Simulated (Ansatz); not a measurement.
# ClFH5NSi2: the cost of one run

Program: Ansatz 0.2.0, driven from Python. Level of theory: PBE0+D4/6-31G*. These are calculated values, not measurements.

## Step 1: The structure

Bond lengths: F1–Si2 1.543 Å, Si2–Cl3 2.023 Å, Si2–N4 1.716 Å, N4–Si5 1.738 Å, Si2–H6 1.464 Å, N4–H7 1.022 Å, Si5–H8 1.444 Å, Si5–H9 1.432 Å, Si5–H10 1.480 Å. Angles (14 of 15 angles, heavy atoms first): F1–Si2–Cl3 108.2°, F1–Si2–N4 111.0°, Cl3–Si2–N4 106.8°, Si2–N4–Si5 105.9°, F1–Si2–H6 110.3°, Cl3–Si2–H6 108.6°, N4–Si2–H6 111.8°, Si2–N4–H7 105.2°, Si5–N4–H7 107.1°, N4–Si5–H8 110.4°, N4–Si5–H9 103.8°, N4–Si5–H10 107.9°, H8–Si5–H9 109.0°, H8–Si5–H10 113.0°.

The script reads clfh5nsi2.xyz:

```xyz
10

F    -1.41200    0.34020    1.46690
Si    0.10790    0.12520    1.31210
Cl    1.05520    1.31420    2.64730
N     0.64080    0.60770   -0.24570
Si   -0.11950   -0.48020   -1.36780
H     0.45670   -1.26750    1.59800
H     0.22860    1.53090   -0.39620
H    -1.55650   -0.36030   -1.29160
H     0.31960   -0.01370   -2.64810
H     0.36230   -1.84780   -1.07200
```

## Step 2: The script

The input, opt_clfh5nsi2.py:

```python
"""Geometry optimisation of ClFH5NSi2."""

import ansatz
import numpy as np

mol = ansatz.Crystal.molecule_from_extxyz("clfh5nsi2.xyz")

model = (
    mol.calculation()
    .basis(gaussian="6-31G*")
    .functional("pbe0", dispersion="d4")
)
symbols = [site.symbol for site in mol.cartesian_sites]
start = np.array([site.position_ang for site in mol.cartesian_sites], dtype=float)
def progress(event):
    if event["event"] == "relax_step":
        row = event["data"]
        print(f"step {row['step']:3d}  E = {row['lagrangian_ev']:.6f} eV  max force {row['allowed_force_max_ev_ang']:.4f} eV/A")


data = model.relax(force_tolerance=0.01).session().plan().execute(on_event=progress).report
end = np.array(data["positions_ang"])

for key in ("converged", "free_energy_ev", "reference_energy_ev", "n_frozen", "n_occupied", "n_virtual"):
    print(f"{key:22s} {data[key]}")

print("bond        before    after (A)")
for i, j in [(0, 1), (1, 2), (1, 3), (1, 5), (3, 4), (3, 6), (4, 7), (4, 8), (4, 9)]:
    d0, d1 = (np.linalg.norm(xyz[i] - xyz[j]) for xyz in (start, end))
    print(f"{symbols[i]}{i}-{symbols[j]}{j}".ljust(10), f"{d0:8.4f} {d1:8.4f}")

charges = data["charge_distribution"]
print("dipole moment", round(4.803205 * float(np.linalg.norm(charges["dipole_moment_e_ang"])), 3), "D")
print("Mulliken:", [(s, round(q, 3)) for s, q in zip(symbols, charges["mulliken_charges_e"])])
```

## Step 3: The input behind the calls

The engine receives this input:

```yaml
crystal:
  periodic: [false, false, false]
  atoms:
    - { symbol: F, position_ang: [-1.412, 0.3402, 1.4669] }
    - { symbol: Si, position_ang: [0.1079, 0.1252, 1.3121] }
    - { symbol: Cl, position_ang: [1.0552, 1.3142, 2.6473] }
    - { symbol: "N", position_ang: [0.6408, 0.6077, -0.2457] }
    - { symbol: Si, position_ang: [-0.1195, -0.4802, -1.3678] }
    - { symbol: H, position_ang: [0.4567, -1.2675, 1.598] }
    - { symbol: H, position_ang: [0.2286, 1.5309, -0.3962] }
    - { symbol: H, position_ang: [-1.5565, -0.3603, -1.2916] }
    - { symbol: H, position_ang: [0.3196, -0.0137, -2.6481] }
    - { symbol: H, position_ang: [0.3623, -1.8478, -1.072] }
basis:
  gaussian:
    orbitals: "6-31G*"
hamiltonian:
  xc: pbe0
  dispersion: d4
relax:
  f_tol: 0.01
```

## Step 4: Running it

Command:

```
$ python opt_clfh5nsi2.py
```

Q: Estimate wall time and peak memory on 1 thread of Arm Neoverse V1, shared host.

About 2.2 min, with a peak of 0.29 GiB.
